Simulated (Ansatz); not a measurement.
# HO2 (hydroperoxy): U-revPBE/def2-TZVPPD

What is the electronic atomisation energy of HO2 (hydroperoxy) at U-revPBE/def2-TZVPPD? 

The results are computed with Ansatz 0.2.0.

33 further runs of the same task are left out: 33 set aside as unsound or not needed.

### 1 The molecule

HO2 has 3 atoms, charge 0, and is taken as a doublet. As SMILES, `[O]O`. The coordinates come from a PBE0-D4/def2-TZVP relaxation.

Bond lengths: O1–O2 1.309 Å, O2–H3 0.975 Å. Angles: O1–O2–H3 105.8°.

### 2 A single-point energy at U-revPBE/def2-TZVPPD

input.yaml reads:

```yaml
crystal:
  periodic: [false, false, false]
  atoms:
    - {symbol: O, position_ang: [-0.355150, 0.941950, -0.088650]}
    - {symbol: O, position_ang: [-0.244540, -0.359400, -0.172440]}
    - {symbol: H, position_ang: [0.599690, -0.582550, 0.261090]}
basis:
  gaussian: {orbitals: def2-TZVPPD.json}
magnetization: {spin_polarized: true, initial_magnetization: 1}
accuracy: high
output: {orbitals: {seedname: orbitals}}
hamiltonian: {xc: {name: revPBE}}
```

The basis set def2-TZVPPD is read from a file made from the Basis Set Exchange's data (not shown).

Run with:

```
$ ansatz run input.yaml --threads 1 --pin off --max-ram 3480MiB --events-out events.jsonl --progress --plain --runs-dir runs
```

What it wrote:

```text
Warning: RAYON_NUM_THREADS=1 ignored (pool sized by the plan → 1); use --threads N
Functional definition: revPBE
  name "revPBE"
  parameter kappa = 1.245
  parameter beta = 0.06672455060314922
  exchange = pbe_x(kappa = kappa, mu = beta*pi^2/3)
  correlation = pbe_c(beta = beta)
1482 factors; integrals over basis functions are off by at most 3.7e-9 eV
mean field evaluation 1: about -4105.4787 eV, gradient 2.3e1 eV
mean field evaluation 2: about -4103.0986 eV, gradient 3.4e1 eV
mean field evaluation 4: about -4107.2893 eV, gradient 3.4e0 eV
mean field evaluation 8: about -4107.3278 eV, gradient 1.9e-2 eV
mean field evaluation 16: about -4107.3278 eV, gradient 3.4e-6 eV
mean field evaluation 32: about -4106.7840 eV, gradient 2.5e0 eV
mean field -4107.32779135 eV, -150.9415122852 hartree, gradient 5.5e-8 eV, S^2 0.752385; 4 other end points of the search recorded, 0 dependent functions left out
reference -4107.32779623 eV, -150.9415124647 hartree; 9, 8 occupied and 88, 89 virtual orbitals, 1482 factors
Total energy: -4107.32779623 eV, -150.9415124647 hartree
```

Wall time 6 s (1 thread of Arm Neoverse V1, shared host); peak memory 0.22 GiB.

### 3 The H atom at the same level

run.yaml reads:

```yaml
crystal:
  periodic: [false, false, false]
  atoms:
    - symbol: H
      position_ang: [0.000000, 0.000000, 0.000000]
basis:
  gaussian: {orbitals: def2-TZVPPD.json}
magnetization: {spin_polarized: true, initial_magnetization: 1}
hamiltonian: {xc: {name: revPBE}}
accuracy: high
```

The basis set def2-TZVPPD is read from a file made from the Basis Set Exchange's data (not shown).

Run the same way, it converges to -0.50412 Eh (log not shown).

### 4 The O atom

molecule.yaml reads:

```yaml
basis:
  gaussian: {orbitals: def2-TZVPPD.json}
crystal:
  periodic: [false, false, false]
  atoms:
    - {symbol: O, position_ang: [0.000000, 0.000000, 0.000000]}
magnetization: {spin_polarized: true, initial_magnetization: 2}
hamiltonian: {xc: {name: revPBE}}
accuracy: high
```

The basis set def2-TZVPPD is read from a file made from the Basis Set Exchange's data (not shown).

Run the same way, it converges to -75.07236 Eh (log not shown).

### 5 Outcome

Level: U-revPBE/def2-TZVPPD.

```
                                    quantity          value
                      molecule: total energy  -150.94151 Eh
molecule: HOMO energy (highest over α and β)       -6.16 eV
 molecule: LUMO energy (lowest over α and β)       -4.58 eV
                              molecule: ⟨S²⟩          0.752
                        H atom: total energy    -0.50412 Eh
                                H atom: ⟨S²⟩          0.750
                        O atom: total energy   -75.07236 Eh
                                O atom: ⟨S²⟩          2.003
               electronic atomisation energy       7.964 eV
```

What this shows: Taking the molecule apart into free atoms costs 7.96 eV (184 kcal/mol), before zero-point energy and without spin-orbit coupling.
